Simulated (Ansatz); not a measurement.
# AlAsH₃ (doublet): the correlation ladder, cc-pVTZ

Aim: climb from Hartree-Fock through coupled cluster for AlAsH₃ (doublet) at one geometry and basis, and see what each rung misses.

The runs use Ansatz 0.2.0, Gaussian basis; cc-pVTZ, core rule «outside noble gas», up to 19 orbitals frozen.

Plan: UHF; CCSD(T) on ROHF; CCSD(T) on UHF; BCCD(T) on ROHF; CCSDT(Q) on ROHF; CCSDT(Q) on UHF.

9 further runs of the same task are left out: 4 for a known fault of the program, 5 set aside as unsound or not needed.

## Step 1: What is computed

The geometry is a PBE0/def2-TZVP stationary point (not a proven minimum). No spin-orbit coupling is included. The filled d shell of As may be among the frozen orbitals whatever the setting's name suggests; the logs give the count.

5 atoms, charge 0, spin multiplicity 2.

Atoms are counted from 1 here; the program's logs count them from 0.

Bond lengths: Al1–As2 2.440 Å, Al1–H3 1.587 Å, Al1–H4 1.587 Å, As2–H5 1.528 Å. Angles: As2–Al1–H3 121.9°, As2–Al1–H4 117.9°, H3–Al1–H4 120.2°, Al1–As2–H5 91.0°.

## Step 2: UHF

The input, in.yaml:

```yaml
crystal:
  periodic: [false, false, false]
  atoms:
    - {symbol: Al, position_ang: [0.000000, 0.020463, 1.750773]}
    - {symbol: As, position_ang: [0.000000, -0.027757, -0.688843]}
    - {symbol: H, position_ang: [0.000000, 1.383794, 2.563130]}
    - {symbol: H, position_ang: [0.000000, -1.367803, 2.519896]}
    - {symbol: H, position_ang: [0.000000, 1.499472, -0.746751]}
basis:
  gaussian: {orbitals: cc-pVTZ}
magnetization: {spin_polarized: true, initial_magnetization: 1}
hamiltonian: {xc: hf}
output: {orbitals: {seedname: orbitals}}
```

Launch:

```
ansatz run in.yaml --threads 1 --pin off --events-out ev --progress --plain --max-ram 4096MiB --backend cpu
```

The runs that follow: CCSD(T) on ROHF; CCSD(T) on UHF; BCCD(T) on ROHF; CCSDT(Q) on ROHF; CCSDT(Q) on UHF.

**Question.** What will the summary of the whole plan be? Wanted: UCCSDT(Q) below the RHF energy; RMP2 from UCCSDT(Q); UMP2 from UCCSDT(Q); RCCSD from UCCSDT(Q); RCCSD(T) from UCCSDT(Q); UCCSD(T) from UCCSDT(Q); RCCSDT(Q) from UCCSDT(Q); T1 diagnostic.

As calculated:

```
                         quantity                                value
   UCCSDT(Q) below the RHF energy                           -6.7325 eV
              RMP2 from UCCSDT(Q)                          +1257.0 meV
              UMP2 from UCCSDT(Q)                          +1276.5 meV
             RCCSD from UCCSDT(Q)                           +261.0 meV
          RCCSD(T) from UCCSDT(Q)                            +44.5 meV
          UCCSD(T) from UCCSDT(Q)                            +42.5 meV
         RCCSDT(Q) from UCCSDT(Q)                             +3.0 meV
levels within 1 kcal/mol (43 meV)  UCCSD(T), RCCSDT, UCCSDT, RCCSDT(Q)
                    T1 diagnostic                                0.016
```

RCCSD(T) lands +44.5 meV from the yardstick (0.7 % of the correlation energy). These misses are within one basis, not against nature; the frozen cores of restricted and unrestricted runs differ, which can shift their rows.
